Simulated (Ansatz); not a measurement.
**PtRh3: equation of state with PBEsol**

Crystal: PtRh3.

```
Pt Rh
1.0
    -1.91916    1.91916    3.84464
     1.91916   -1.91916    3.84464
     1.91916    1.91916   -3.84464
Pt Rh
1 3
Direct
  0.00000 0.00000 0.00000
  0.50000 0.50000 0.00000
  0.25000 0.75000 0.50000
  0.75000 0.25000 0.50000
```

The cell comes from a database or a generator and needn't be the stable form of this composition.

```json
{
  "Program": "Ansatz 0.2.0",
  "Task": "equation of state",
  "Functional": "PBEsol",
  "Potentials or basis": "all-electron LAPW, scalar-relativistic",
  "Basis error allowed": "0.001 eV/atom",
  "k mesh": "10 × 10 × 10",
  "Occupations": "fermi-dirac, width 0.05 eV",
  "Spin": "no spin polarisation"
}
```

| Property | Result |
| --- | --- |
| Equilibrium volume | 13.87 Å³/atom |
| Bulk modulus at fixed shape and positions | 294 GPa |
| Pressure derivative of the bulk modulus | 5.2 |

Energy against volume, from the lowest point:
```csv
volume (Å³/atom),energy (meV/atom)
13.311,22.69
13.594,5.34
13.877,0.00
14.160,5.26
14.444,19.85
14.727,42.66
15.010,72.68
```

All runs of the series together: 11 min on 2 threads of Arm Neoverse V1, on a shared host.

Caveat: the cell was scaled at fixed shape and fractional positions, which overstates the stiffness of a crystal with free parameters, most of all of layers and chains. The run has no spin-orbit coupling, so splittings on Pt are missing.
